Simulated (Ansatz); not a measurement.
# Si3N4: the cost of one run

Program: Ansatz 0.2.0. PAW datasets, plane waves. The values are computed, spin-unpolarised, and not measurements.

### Step 1. Starting point

The unstrained cell was relaxed with r2SCAN; in each strained cell the atoms were relaxed again with r2SCAN. Names of k-points are those of the unstrained zone, where strain can split equivalent points. First state: +3.0 % biaxial strain in x and y, free along z.

It is hexagonal, P6_3/m (No. 176); conventional cell a = 7.834 Å, c = 2.877 Å, 10.92 Å³ an atom. Near Si stand 4 N at 1.75–1.77 Å; near N stand 3 Si at 1.77 Å; near N stand 3 Si at 1.75–1.77 Å.

Coordinates:

```
CELL_PARAMETERS angstrom
7.83383 0.00000 0.00000
-3.91692 6.78430 0.00000
0.00000 0.00000 2.87690
ATOMIC_POSITIONS crystal
Si 0.22864 0.82139 0.75000
Si 0.40725 0.22864 0.25000
Si 0.82139 0.59275 0.25000
Si 0.17861 0.40725 0.75000
Si 0.59275 0.77136 0.75000
Si 0.77136 0.17861 0.25000
N 0.33333 0.66667 0.75000
N 0.66667 0.33333 0.25000
N 0.96832 0.66907 0.75000
N 0.29925 0.96832 0.25000
N 0.66907 0.70075 0.25000
N 0.33093 0.29925 0.75000
N 0.03168 0.33093 0.25000
N 0.70075 0.03168 0.75000
```

From earlier runs on the unstrained cell: PBE 4.33 eV, r2SCAN 4.99 eV, HSE06 5.77 eV; a = 7.606 Å, c = 2.906 Å.

### Step 2. +3.0 % biaxial strain in x and y, free along z: PBE

input.yaml

```yaml
crystal:
  lattice:
    - [7.8338339775, 0.0, 0.0]
    - [-3.9169169887, 6.7842992335, 0.0]
    - [0.0, 0.0, 2.8768957944]
  atoms:
    - { symbol: Si, position: [0.228641602, 0.8213925441, 0.75] }
    - { symbol: Si, position: [0.4072490579, 0.228641602, 0.25] }
    - { symbol: Si, position: [0.8213925441, 0.5927509421, 0.25] }
    - { symbol: Si, position: [0.1786074559, 0.4072490579, 0.75] }
    - { symbol: Si, position: [0.5927509421, 0.771358398, 0.75] }
    - { symbol: Si, position: [0.771358398, 0.1786074559, 0.25] }
    - { symbol: "N", position: [0.3333333333, 0.6666666667, 0.75] }
    - { symbol: "N", position: [0.6666666667, 0.3333333333, 0.25] }
    - { symbol: "N", position: [0.9683164804, 0.6690658841, 0.75] }
    - { symbol: "N", position: [0.2992505963, 0.9683164804, 0.25] }
    - { symbol: "N", position: [0.6690658841, 0.7007494037, 0.25] }
    - { symbol: "N", position: [0.3309341159, 0.2992505963, 0.75] }
    - { symbol: "N", position: [0.0316835196, 0.3309341159, 0.25] }
    - { symbol: "N", position: [0.7007494037, 0.0316835196, 0.75] }
kpoints:
  mp_grid: { grid: [6, 6, 8] }
  band_path:
    path:
      - [0.0, 0.0, 0.0]
      - [0.5, 0.0, 0.0]
      - [0.3333333333, 0.3333333333, 0.0]
      - [0.0, 0.0, 0.5]
      - [0.5, 0.0, 0.5]
      - [0.3333333333, 0.3333333333, 0.5]
      - [0.0, -0.5, 0.424479]
    npoints: 1
hamiltonian:
  xc: pbe
scf:
  occupations: { method: fermi_dirac, width: 0.02 }
  n_extra_bands: 7
output:
  forces: true
  stress: true
  eigenvalues: true
  write_density: true
  write_potential: true
  elf: true
  volumetric_format: npy
```

Q: Estimate wall time and peak memory on 1 × NVIDIA H100 80GB HBM3 with 2 threads of AMD EPYC 7R13 (Zen 3), shared host.

About 4.5 s, with a peak of 1.2 GiB on the host.
